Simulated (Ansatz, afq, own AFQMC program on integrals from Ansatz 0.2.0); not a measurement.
**ZrC+ (doublet): AFQMC on the coupled-cluster ladder, def2-TZVP**

How near does AFQMC come to the top of the ladder for ZrC+ (doublet)?

The runs use Ansatz 0.2.0, Gaussian basis, and an in-house AFQMC program (afq) on its integrals; all values are calculated; def2-TZVP, frozen cores.

To be run: PBE (unrestricted); r2SCAN (unrestricted); CCSD(T) on UHF; PBE0 (unrestricted); B3LYP (unrestricted); wB97M-V (unrestricted); B2PLYP (unrestricted); CCSDT(Q) on UHF; Phaseless AFQMC, CISD trial on UHF.

2 further runs of the same task are left out: 2 that didn't finish.

### 1 The geometry

The geometry is a PBE0/def2-TZVP stationary point (not a proven minimum). No spin-orbit coupling is included. Elements past krypton take def2 core potentials.

2 atoms, charge 1, spin multiplicity 2.

Atoms are counted from 1 here; the program's logs count them from 0.

Bond lengths: Zr1–C2 1.755 Å.

### 2 PBE (unrestricted)

Input file in.yaml:

```yaml
crystal:
  periodic: [false, false, false]
  atoms:
    - {symbol: Zr, position_ang: [0.000000, 0.000000, 0.000000]}
    - {symbol: C, position_ang: [0.000000, 0.000000, 1.754600]}
basis:
  gaussian: {orbitals: def2-TZVP}
total_charge: 1
magnetization: {spin_polarized: true, initial_magnetization: 1}
hamiltonian: {xc: {name: PBE}}
output: {orbitals: {seedname: orbitals}}
```

On the command line:

```console
> ansatz run in.yaml --threads 1 --pin off --events-out ev --progress --plain --max-ram 8192MiB --backend cpu
```

Log:

```text
Functional definition: PBE
  name "PBE"
  cite "Perdew, Burke & Ernzerhof, Phys. Rev. Lett. 77, 3865 (1996) doi:10.1103/PhysRevLett.77.3865"
  parent pbe
  parameter kappa = 0.804
  parameter beta = 0.06672455060314922
  exchange = pbe_x(kappa = kappa, mu = beta*pi^2/3)
  correlation = pbe_c(beta = beta)
501 factors; their error is unknown
mean field evaluation 1: about -2269.8373 eV, gradient 8.3e1 eV
mean field evaluation 2: about -2119.3557 eV, gradient 1.2e2 eV
mean field evaluation 4: about -2301.3700 eV, gradient 2.1e1 eV
mean field evaluation 8: about -2303.6382 eV, gradient 3.7e-1 eV
mean field evaluation 16: about -2303.6375 eV, gradient 2.1e-4 eV
mean field evaluation 32: about -2302.7174 eV, gradient 2.1e-1 eV
mean field -2303.63752670 eV, -84.6571176446 hartree, gradient 3.4e-5 eV, S^2 0.756132; 8 other end points of the search recorded, 0 dependent functions left out
reference -2303.63756567 eV, -84.6571190767 hartree; 9, 8 occupied and 62, 63 virtual orbitals, 501 factors
Total energy: -2303.63756567 eV, -84.6571190767 hartree
```

Run time: 5.5 s. Hardware: 1 thread of AMD EPYC 7R13 (Zen 3), shared host; peak memory 0.73 GiB.

From the report: ⟨S²⟩ of the determinant 0.756 (pure doublet: 0.75).

### 3 r2SCAN (unrestricted)

Edit in.yaml of step 2 so:

```diff
@@ -9,3 +9,2 @@
 magnetization: {spin_polarized: true, initial_magnetization: 1}
-hamiltonian: {xc: {name: PBE}}
-output: {orbitals: {seedname: orbitals}}
+hamiltonian: {xc: {name: r2SCAN}}
```

Launched as before.

Log:

```text
Functional definition: r2SCAN
  name "r2SCAN"
  cite "Furness, Kaplan, Ning, Perdew & Sun, J. Phys. Chem. Lett. 11, 8208 (2020) doi:10.1021/acs.jpclett.0c02405"
  cite "Furness, Kaplan, Ning, Perdew & Sun, J. Phys. Chem. Lett. 11, 9248 (2020) doi:10.1021/acs.jpclett.0c03077"
  parent r2scan
  parameter k0 = 0.174
  parameter k1 = 0.065
  parameter a1 = 4.9479
  exchange = r2scan_x(k0 = k0, k1 = k1, a1 = a1)
  correlation = r2scan_c
501 factors; their error is unknown
mean field evaluation 1: about -2275.5394 eV, gradient 7.7e1 eV
mean field evaluation 2: about -2128.2636 eV, gradient 1.2e2 eV
mean field evaluation 4: about -2303.1245 eV, gradient 1.6e1 eV
mean field evaluation 8: about -2304.5341 eV, gradient 2.3e-1 eV
mean field evaluation 16: about -2304.5353 eV, gradient 1.8e-4 eV
mean field evaluation 32: about -2303.3512 eV, gradient 8.6e0 eV
mean field -2304.53533057 eV, -84.6901113282 hartree, gradient 5.6e-6 eV, S^2 0.766350; 4 other end points of the search recorded, 0 dependent functions left out
reference -2304.53534650 eV, -84.6901119136 hartree; 9, 8 occupied and 62, 63 virtual orbitals, 501 factors
Total energy: -2304.53534650 eV, -84.6901119136 hartree
```

It took 5.5 s on 1 thread of AMD EPYC 7R13 (Zen 3), shared host; peak memory 0.73 GiB.

From the report: ⟨S²⟩ of the determinant 0.766 (pure doublet: 0.75).

### 4 CCSD(T) on UHF

Edit in.yaml of step 3 so:

```diff
@@ -9,2 +9,2 @@
 magnetization: {spin_polarized: true, initial_magnetization: 1}
-hamiltonian: {xc: {name: r2SCAN}}
+correlation: {method: ccsd_t, electrons: outside_noble_gas, hamiltonian_folder: ham}
```

On the command line:

```console
> ansatz run in.yaml --threads 1 --pin off --events-out ev --progress --plain --max-ram 24576MiB --backend cuda --devices 0, --max-vram 18GiB
```

Log (excerpt; [...] marks lines left out):

```text
Functional definition: HF
  name "HF"
  cite "Fock, Z. Phys. 61, 126 (1930) doi:10.1007/BF01340294"
  parent pbe
[...]
562 factors; integrals over basis functions are off by at most 8.7e-4 eV
[...]
mean field -2285.21744913 eV, -83.9801922794 hartree, gradient 7.5e-6 eV, S^2 1.303660; 51 other end points of the search recorded, 0 dependent functions left out
determinant -2285.21744913 eV, -83.9801922794 hartree, with singles and doubles -2291.03468434 eV, -84.1939717303 hartree
determinant -2284.78981901 eV, -83.9644771623 hartree, with singles and doubles -2289.83460220 eV, -84.1498695252 hartree
determinant -2284.49783154 eV, -83.9537468207 hartree, with singles and doubles -2289.80133428 eV, -84.1486469518 hartree
determinant -2284.25708381 eV, -83.9448995049 hartree, with singles and doubles -2289.10620001 eV, -84.1231012384 hartree
[...]
determinant -2282.15951474 eV, -83.8678152635 hartree, with singles and doubles -2286.04052190 eV, -84.0104396458 hartree
determinant -2282.06969527 eV, -83.8645144589 hartree, with singles and doubles -2285.85535465 eV, -84.0036348750 hartree
determinant -2281.97340084 eV, -83.8609757036 hartree, with singles and doubles -2286.84416178 eV, -84.0399728667 hartree
determinant -2281.95452569 eV, -83.8602820548 hartree, with singles and doubles -2286.72275443 eV, -84.0355112288 hartree
5 core orbitals not correlated: weight in the atoms' cores, before any rotation towards them, 0.976 or more for the frozen orbitals, at most 0.015 for the correlated occupied ones
reference -2285.21744913 eV, -83.9801922794 hartree; 4, 3 occupied and 62, 63 virtual orbitals, 562 factors
second order -4.99811688 eV of doubles, -0.00000000 eV of singles
cycle   1  -5.77121164 eV  change   -2.7e-1 eV  update   2.5e-2
[...]
cycle  13  -5.82067925 eV  change    4.2e-6 eV  update   2.6e-6
perturbative correction -0.38145058 eV, -0.0140180501 hartree
Total energy: -2291.41957896 eV, -84.2081163467 hartree
```

It took 12 s on 1 × NVIDIA H100 80GB HBM3 with 1 thread of AMD EPYC 7R13 (Zen 3), shared host; peak host memory 0.82 GiB.

From the report: ⟨S²⟩ of the determinant 1.304 (pure doublet: 0.75); correlation -6.2021 eV; T1 0.108; largest double amplitude 0.05. The determinant is far from a pure spin state, so its energy mixes those of several spin states (harmless only where they are near-degenerate, as at dissociation).

This run also writes the integrals to the folder ham.

### 5 PBE0 (unrestricted)

Edit in.yaml of step 4 so:

```diff
@@ -9,2 +9,3 @@
 magnetization: {spin_polarized: true, initial_magnetization: 1}
-correlation: {method: ccsd_t, electrons: outside_noble_gas, hamiltonian_folder: ham}
+hamiltonian: {xc: {name: PBE0}}
+output: {orbitals: {seedname: orbitals}}
```

On the command line:

```console
> ansatz run in.yaml --threads 1 --pin off --events-out ev --progress --plain --max-ram 8192MiB --backend cpu
```

Log:

```text
Functional definition: PBE0
  name "PBE0"
  cite "Adamo & Barone, J. Chem. Phys. 110, 6158 (1999) doi:10.1063/1.478522"
  cite "Perdew, Burke & Ernzerhof, Phys. Rev. Lett. 77, 3865 (1996) doi:10.1103/PhysRevLett.77.3865"
  parent pbe
  parameter a = 0.25
  parameter kappa = 0.804
  parameter beta = 0.06672455060314922
  exchange = (1 - a)*pbe_x(kappa = kappa, mu = beta*pi^2/3) + a*exact_x
  correlation = pbe_c(beta = beta)
579 factors; their error is unknown
mean field evaluation 1: about -2274.9279 eV, gradient 7.5e1 eV
mean field evaluation 2: about -2140.1854 eV, gradient 1.2e2 eV
mean field evaluation 4: about -2302.0163 eV, gradient 1.4e1 eV
mean field evaluation 8: about -2302.9095 eV, gradient 2.0e-1 eV
mean field evaluation 16: about -2302.9363 eV, gradient 2.5e-4 eV
mean field -2302.93633753 eV, -84.6313494178 hartree, gradient 2.5e-5 eV, S^2 0.762034; 2 other end points of the search recorded, 0 dependent functions left out
reference -2302.93636672 eV, -84.6313504906 hartree; 9, 8 occupied and 62, 63 virtual orbitals, 579 factors
Total energy: -2302.93636672 eV, -84.6313504906 hartree
```

Wall time 2.5 s (1 thread of AMD EPYC 7R13 (Zen 3), shared host); peak memory 0.73 GiB.

From the report: ⟨S²⟩ of the determinant 0.762 (pure doublet: 0.75).

### 6 B3LYP (unrestricted)

Edit in.yaml of step 5 so:

```diff
@@ -9,3 +9,2 @@
 magnetization: {spin_polarized: true, initial_magnetization: 1}
-hamiltonian: {xc: {name: PBE0}}
-output: {orbitals: {seedname: orbitals}}
+hamiltonian: {xc: {name: B3LYP}}
```

The command is unchanged.

Log (excerpt; [...] marks lines left out):

```text
Functional definition: B3LYP
  name "B3LYP"
  cite "Stephens, Devlin, Chabalowski & Frisch, J. Phys. Chem. 98, 11623 (1994) doi:10.1021/j100096a001"
  cite "Becke, Phys. Rev. A 38, 3098 (1988) doi:10.1103/PhysRevA.38.3098"
  cite "Lee, Yang & Parr, Phys. Rev. B 37, 785 (1988) doi:10.1103/PhysRevB.37.785"
  cite "Vosko, Wilk & Nusair, Can. J. Phys. 58, 1200 (1980) doi:10.1139/p80-159"
[...]
535 factors; their error is unknown
[...]
mean field -2304.91296545 eV, -84.7039891543 hartree, gradient 2.2e-5 eV, S^2 0.759162; 2 other end points of the search recorded, 0 dependent functions left out
reference -2304.91316313 eV, -84.7039964188 hartree; 9, 8 occupied and 62, 63 virtual orbitals, 535 factors
Total energy: -2304.91316313 eV, -84.7039964188 hartree
```

Wall time 2.9 s (1 thread of AMD EPYC 7R13 (Zen 3), shared host); peak memory 0.73 GiB.

From the report: ⟨S²⟩ of the determinant 0.759 (pure doublet: 0.75).

### 7 wB97M-V (unrestricted)

Edit in.yaml of step 6 so:

```diff
@@ -9,2 +9,3 @@
 magnetization: {spin_polarized: true, initial_magnetization: 1}
-hamiltonian: {xc: {name: B3LYP}}
+hamiltonian: {xc: {name: wB97M-V}}
+output: {orbitals: {seedname: orbitals}}
```

Launched as before.

Log (excerpt; [...] marks lines left out):

```text
Functional definition: wB97M-V
  name "wB97M-V"
  cite "Mardirossian & Head-Gordon, J. Chem. Phys. 144, 214110 (2016) doi:10.1063/1.4952647"
  cite "Becke, J. Chem. Phys. 107, 8554 (1997) doi:10.1063/1.475007"
  cite "Vydrov & Van Voorhis, J. Chem. Phys. 133, 244103 (2010) doi:10.1063/1.3521275"
  # Of w^i u^j: cxij and so on, Table III.
[...]
  gx(w, u) = 1 - cx + cx01*u + cx10*w
  gss(w, u) = css00 + css04*u^4 + css10*w + css20*w^2 + css43*w^4*u^3
  gos(w, u) = cos00 + cos10*w + (cos20 + cos21*u)*w^2 + (cos60 + cos61*u)*w^6
[...]
      + integral(e_c_pw_mod_opposite_spin*gos(b97_w_opposite, b97_u_opposite)) + vv10(b, c)
532 factors; their error is unknown
135 factors; integrals over basis functions are off by at most 6.2e-5 eV
[...]
mean field -2301.89687598 eV, -84.5931499104 hartree, gradient 7.6e-6 eV, S^2 0.762573; 1 other end points of the search recorded, 0 dependent functions left out
reference -2301.89691948 eV, -84.5931515091 hartree; 9, 8 occupied and 62, 63 virtual orbitals, 532 factors
Total energy: -2301.89691948 eV, -84.5931515091 hartree
```

Run time: 19 s. Hardware: 1 thread of AMD EPYC 7R13 (Zen 3), shared host; peak memory 0.73 GiB.

From the report: ⟨S²⟩ of the determinant 0.763 (pure doublet: 0.75).

### 8 B2PLYP (unrestricted)

Edit in.yaml of step 7 so:

```diff
@@ -9,3 +9,3 @@
 magnetization: {spin_polarized: true, initial_magnetization: 1}
-hamiltonian: {xc: {name: wB97M-V}}
-output: {orbitals: {seedname: orbitals}}
+hamiltonian: {xc: {name: B2PLYP}}
+correlation: {electrons: outside_noble_gas}
```

Same command.

Log (excerpt; [...] marks lines left out):

```text
Functional definition: B2PLYP
  name "B2PLYP"
  cite "Grimme, J. Chem. Phys. 124, 034108 (2006) doi:10.1063/1.2148954"
  cite "Becke, Phys. Rev. A 38, 3098 (1988) doi:10.1103/PhysRevA.38.3098"
  cite "Lee, Yang & Parr, Phys. Rev. B 37, 785 (1988) doi:10.1103/PhysRevB.37.785"
[...]
562 factors; integrals over basis functions are off by at most 8.7e-4 eV
[...]
mean field -2297.38234619 eV, -84.4272440007 hartree, gradient 5.9e-6 eV, S^2 0.780865; 6 other end points of the search recorded, 0 dependent functions left out
5 core orbitals not correlated: weight in the atoms' cores, before any rotation towards them, 0.986 or more for the frozen orbitals, at most 0.008 for the correlated occupied ones
reference -2297.38247237 eV, -84.4272486379 hartree; 4, 3 occupied and 62, 63 virtual orbitals, 562 factors
second order -8.29735628 eV of doubles, -0.00000000 eV of singles
Total energy: -2299.62275857 eV, -84.5095776371 hartree
```

It took 7 s on 1 thread of AMD EPYC 7R13 (Zen 3), shared host; peak memory 0.73 GiB.

From the report: ⟨S²⟩ of the determinant 0.781 (pure doublet: 0.75).

### 9 CCSDT(Q) on UHF

Edit in.yaml of step 8 so:

```diff
@@ -9,3 +9,2 @@
 magnetization: {spin_polarized: true, initial_magnetization: 1}
-hamiltonian: {xc: {name: B2PLYP}}
-correlation: {electrons: outside_noble_gas}
+correlation: {method: ccsdt_q, electrons: outside_noble_gas}
```

On the command line:

```console
> ansatz run in.yaml --threads 1 --pin off --events-out ev --progress --plain --max-ram 24576MiB --backend cuda --devices 0, --max-vram 18GiB
```

Log (excerpt; [...] marks lines left out):

```text
Functional definition: HF
  name "HF"
  cite "Fock, Z. Phys. 61, 126 (1930) doi:10.1007/BF01340294"
  parent pbe
[...]
996 factors; integrals over basis functions are off by at most 1.6e-7 eV
[...]
mean field -2285.21746056 eV, -83.9801926994 hartree, gradient 7.5e-6 eV, S^2 1.303659; 52 other end points of the search recorded, 0 dependent functions left out
determinant -2285.21746056 eV, -83.9801926994 hartree, with singles and doubles -2291.03658858 eV, -84.1940417100 hartree
determinant -2284.78982982 eV, -83.9644775595 hartree, with singles and doubles -2289.83610698 eV, -84.1499248250 hartree
determinant -2284.49784316 eV, -83.9537472477 hartree, with singles and doubles -2289.80337692 eV, -84.1487220173 hartree
determinant -2284.25709560 eV, -83.9448999380 hartree, with singles and doubles -2289.10570448 eV, -84.1230830280 hartree
[...]
determinant -2282.15952711 eV, -83.8678157180 hartree, with singles and doubles -2286.04033710 eV, -84.0104328545 hartree
determinant -2282.06970825 eV, -83.8645149358 hartree, with singles and doubles -2285.85395617 eV, -84.0035834816 hartree
determinant -2281.97341597 eV, -83.8609762599 hartree, with singles and doubles -2286.84343717 eV, -84.0399462380 hartree
determinant -2281.95454008 eV, -83.8602825837 hartree, with singles and doubles -2286.72439976 eV, -84.0355716935 hartree
5 core orbitals not correlated: weight in the atoms' cores, before any rotation towards them, 0.976 or more for the frozen orbitals, at most 0.015 for the correlated occupied ones
reference -2285.21746056 eV, -83.9801926994 hartree; 4, 3 occupied and 62, 63 virtual orbitals, 996 factors
second order -4.99812277 eV of doubles, -0.00000000 eV of singles
cycle   1  -4.98294841 eV  change    1.5e-2 eV  update   1.4e-1
[...]
cycle  25  -6.24443610 eV  change    2.3e-7 eV  update   3.7e-7
perturbative correction -0.05335591 eV, -0.0019607934 hartree
Total energy: -2291.51525256 eV, -84.2116322869 hartree
```

Wall time 42 s (1 × NVIDIA H100 80GB HBM3 with 1 thread of AMD EPYC 7R13 (Zen 3), shared host); peak host memory 0.85 GiB.

From the report: ⟨S²⟩ of the determinant 1.304 (pure doublet: 0.75); correlation -6.2978 eV; T1 0.114; largest double amplitude 0.06. The determinant is far from a pure spin state, so its energy mixes those of several spin states (harmless only where they are near-degenerate, as at dissociation).

### 10 Phaseless AFQMC, CISD trial on UHF

It reads the integrals that the CCSD(T) run on this determinant wrote.

On the command line:

```console
> afq ham --method phaseless --trial cisd --walkers 4000 --populations 20 --least-time 60 --time-step 0.005 --steps-per-block 50 --equilibration-blocks 40 --max-blocks 4000 --target-error 0.00016 --factor-cut 1e-05 --start spin_pure --seed 7322 --release-times 0.24,0.5,1,1.5 --release-step 0.02 --release-every 3 --taylor-order 6
```

Log:

```text
orbitals 66  electrons 4 3  factors 506 of 562
reference energy -83.98019228 Eh
CCSD correlation -0.21390602 Eh in 17 cycles, weight of the determinant in the CISD state 0.7391
energy of the start -84.165772 Eh
 block  time / (1/Eh)  mean weight  energy / Eh
     1     0.250  1.0002  -84.178868
     2     0.500  1.0002  -84.187551
     3     0.750  1.0000  -84.193871
     4     1.000  1.0002  -84.197632
     5     1.250  0.9998  -84.200912
     6     1.500  1.0003  -84.203973
     7     1.750  0.9997  -84.204646
     8     2.000  0.9998  -84.207120
     9     2.250  0.9997  -84.207525
    10     2.500  0.9999  -84.208426
    13     3.250  1.0000  -84.206625
    16     4.000  0.9999  -84.210156
    19     4.750  1.0000  -84.208848
    22     5.500  1.0002  -84.211163
    25     6.250  1.0000  -84.210833
    28     7.000  1.0000  -84.211339
    31     7.750  1.0002  -84.210802
    34     8.500  0.9998  -84.210865
    37     9.250  1.0000  -84.212376
    40    10.000  0.9999  -84.209908
    43    10.750  1.0004  -84.210866
    46    11.500  1.0001  -84.209308
    49    12.250  1.0000  -84.207659
    52    13.000  1.0003  -84.208220
    55    13.750  0.9998  -84.207898
    58    14.500  1.0001  -84.208795
    61    15.250  1.0004  -84.209657
    64    16.000  0.9998  -84.207549
    67    16.750  1.0002  -84.208807
    70    17.500  1.0001  -84.206700
    73    18.250  1.0000  -84.208313
    76    19.000  0.9995  -84.207555
    79    19.750  1.0003  -84.207561
    82    20.500  1.0000  -84.208808
    85    21.250  0.9998  -84.208758
    88    22.000  1.0000  -84.209438
    91    22.750  0.9993  -84.207778
    94    23.500  0.9997  -84.207577
    97    24.250  1.0000  -84.210315
   100    25.000  0.9999  -84.209124
   103    25.750  0.9998  -84.207195
   106    26.500  1.0001  -84.208751
   109    27.250  0.9999  -84.209134
   112    28.000  1.0002  -84.207059
   115    28.750  1.0000  -84.208841
   118    29.500  0.9999  -84.210048
   121    30.250  0.9995  -84.209270
   124    31.000  0.9999  -84.210938
   127    31.750  1.0003  -84.208115
   130    32.500  1.0000  -84.206513
error from the spread of 20 populations
released: time / (1/Eh)  energy / Eh  error  mean overlap
  0.24  -84.209485  0.000262  0.9991
  0.50  -84.210018  0.000249  0.9959
  1.00  -84.210609  0.000205  0.9968
  1.50  -84.211186  0.000298  0.9968
energy -84.208667 +/- 0.000303 Eh
```

Wall time 4 min (1 × NVIDIA H100 80GB HBM3 with 2 threads of AMD EPYC 7R13 (Zen 3), shared host); peak host memory 1.5 GiB.

Energy -2291.4346 ± 0.0083 eV. Caveats: constraint bias not in the error; error above the target.

### 11 AFQMC on the ladder

On the UHF determinant, counted from CCSDT(Q) (a yardstick, not exact):

| level | energy (eV) | from CCSDT(Q) (kcal/mol) | statistical error (kcal/mol) | time |
| --- | --- | --- | --- | --- |
| HF | -2285.2174 | +145.23 |  |  |
| MP2 | -2290.2156 | +29.97 |  |  |
| CCSD | -2291.0381 | +11.00 |  |  |
| CCSD(T) | -2291.4196 | +2.21 |  |  |
| CCSDT(Q) | -2291.5153 | 0.00 |  |  |
| Phaseless AFQMC, CISD trial, step 0.005, 4000 walkers | -2291.4346 | +1.86 | 0.19 | 4 min |

The functionals' totals stand on their own zeros and serve differences with other points: PBE -2303.638 eV; r2SCAN -2304.535 eV; PBE0 -2302.936 eV; B3LYP -2304.913 eV; wB97M-V -2301.897 eV; B2PLYP -2299.623 eV.

### 12 Results

| quantity | value |
| --- | --- |
| CCSD(T) on UHF from CCSDT(Q) | +2.21 kcal/mol |
| Phaseless AFQMC, CISD trial on UHF from CCSDT(Q) | +1.86 ± 0.19 kcal/mol |

**Reading.** On UHF the phaseless walk with the CISD trial lies +1.86 kcal/mol from CCSDT(Q), 10 times its error bar. Error bars are statistical and leave out the constraint, the time step and what remains of the start. Zr carries a core potential, and spin-orbit coupling is left out.
